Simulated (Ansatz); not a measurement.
Geometry optimisation, DFT r2SCAN-D3(BJ), scalar-relativistic, plane waves, PAW (Ansatz).

Input:

```yaml
crystal:
  lattice:
    - [-2.29, -3.966396, 0.0]
    - [3.435, -1.983198, 0.0]
    - [0.0, 0.0, 7.17686]
  atoms:
    - { symbol: Be, position: [0.75, 0.5, 0.0] }
    - { symbol: Be, position: [0.5, 0.3333333, 0.25] }
    - { symbol: Be, position: [0.75, 0.5, 0.5] }
    - { symbol: Be, position: [0.5, 0.3333333, 0.75] }
    - { symbol: Be, position: [0.5, 0.0, 0.0] }
    - { symbol: Be, position: [0.25, 0.8333333, 0.25] }
    - { symbol: Be, position: [0.5, 0.0, 0.5] }
    - { symbol: Be, position: [0.25, 0.8333333, 0.75] }
    - { symbol: Be, position: [0.25, 0.5, 0.0] }
    - { symbol: Be, position: [0.0, 0.3333333, 0.25] }
    - { symbol: Be, position: [0.25, 0.5, 0.5] }
    - { symbol: Be, position: [0.0, 0.3333333, 0.75] }
    - { symbol: Be, position: [0.0, 0.0, 0.0] }
    - { symbol: Be, position: [0.75, 0.8333333, 0.25] }
    - { symbol: Be, position: [0.0, 0.0, 0.5] }
    - { symbol: Be, position: [0.75, 0.8333333, 0.75] }
    - { symbol: Li, position: [-0.01262, 0.6629549, 0.3721317] }
basis:
  ecutwfc: 500.0
kpoints:
  mp_grid: { grid: [5, 6, 4] }
hamiltonian:
  xc: r2scan
  dispersion: d3bj
scf:
  occupations: { method: gaussian, width: 0.05 }
  lower_state_search: "off"
relax:
  f_tol: 0.03
  max_steps: 60
  adjacent_minimum: "off"
```

Command:

```bash
$ ansatz run input.yaml --threads 4 --pin off --max-ram 10240MiB --backend cpu --events-out ev --progress --plain --runs-dir out
```

**Question.** Where does it end, and by what steps?

**Answer.** The forces met the threshold. Limits of this set-up: coarse k mesh, a small cell, in which the defect meets its images, a typed lattice constant that wasn't relaxed here. After 13 steps the energy has fallen by 4.757 eV; Be14 moved furthest, 1.12 Å. Joined: Be1–Li17 (2.96 → 2.18 Å), Be5–Li17 (3.73 → 2.64 Å), Be9–Li17 (3.00 → 2.63 Å), Be13–Li17 (2.99 → 2.22 Å).

```json
{"step": "0", "energy less start (eV)": "0.0000", "largest force component (eV/Å)": "4.277", "accepted": "yes"}
{"step": "1", "energy less start (eV)": "-2.0847", "largest force component (eV/Å)": "2.575", "accepted": "yes"}
{"step": "2", "energy less start (eV)": "-3.7203", "largest force component (eV/Å)": "0.560", "accepted": "yes"}
{"step": "3", "energy less start (eV)": "-3.5773", "largest force component (eV/Å)": "0.802", "accepted": "no"}
{"step": "4", "energy less start (eV)": "-3.8821", "largest force component (eV/Å)": "0.210", "accepted": "yes"}
{"step": "5", "energy less start (eV)": "-3.9406", "largest force component (eV/Å)": "0.131", "accepted": "yes"}
{"step": "6", "energy less start (eV)": "-3.9923", "largest force component (eV/Å)": "0.253", "accepted": "yes"}
{"step": "7", "energy less start (eV)": "-4.1028", "largest force component (eV/Å)": "0.370", "accepted": "yes"}
{"step": "8", "energy less start (eV)": "-4.2621", "largest force component (eV/Å)": "0.370", "accepted": "yes"}
{"step": "9", "energy less start (eV)": "-4.4344", "largest force component (eV/Å)": "0.478", "accepted": "yes"}
{"step": "10", "energy less start (eV)": "-4.6353", "largest force component (eV/Å)": "0.272", "accepted": "yes"}
{"step": "11", "energy less start (eV)": "-4.7252", "largest force component (eV/Å)": "0.168", "accepted": "yes"}
{"step": "12", "energy less start (eV)": "-4.7559", "largest force component (eV/Å)": "0.053", "accepted": "yes"}
{"step": "13", "energy less start (eV)": "-4.7573", "largest force component (eV/Å)": "0.024", "accepted": "yes"}
```

```xyz
17
Lattice="-2.2900 -3.9664 0.0000 3.4350 -1.9832 0.0000 0.0000 0.0000 7.1769" Properties=species:S:1:pos:R:3
Be -0.246 -3.854 0.028
Be 0.598 -2.867 1.849
Be -0.241 -3.853 3.669
Be -0.141 -2.597 5.437
Be -1.395 -1.911 0.027
Be 2.402 -2.881 1.841
Be -1.387 -1.907 3.660
Be 2.169 -2.629 5.431
Be 1.102 -1.926 0.017
Be 0.820 -0.867 1.847
Be 1.106 -1.922 3.676
Be 0.999 -0.634 5.434
Be -0.092 0.002 0.023
Be 2.221 -4.940 1.846
Be -0.087 0.007 3.666
Be 0.960 -4.608 5.434
Li 2.680 -0.897 1.847
```

Whether the end is a true minimum wasn't checked by a vibrational analysis.

Run time: 2.3 min on 4 threads of Intel(R) Xeon(R) Platinum 8488C (Sapphire Rapids), on a shared host, peak memory 0.84 GiB.
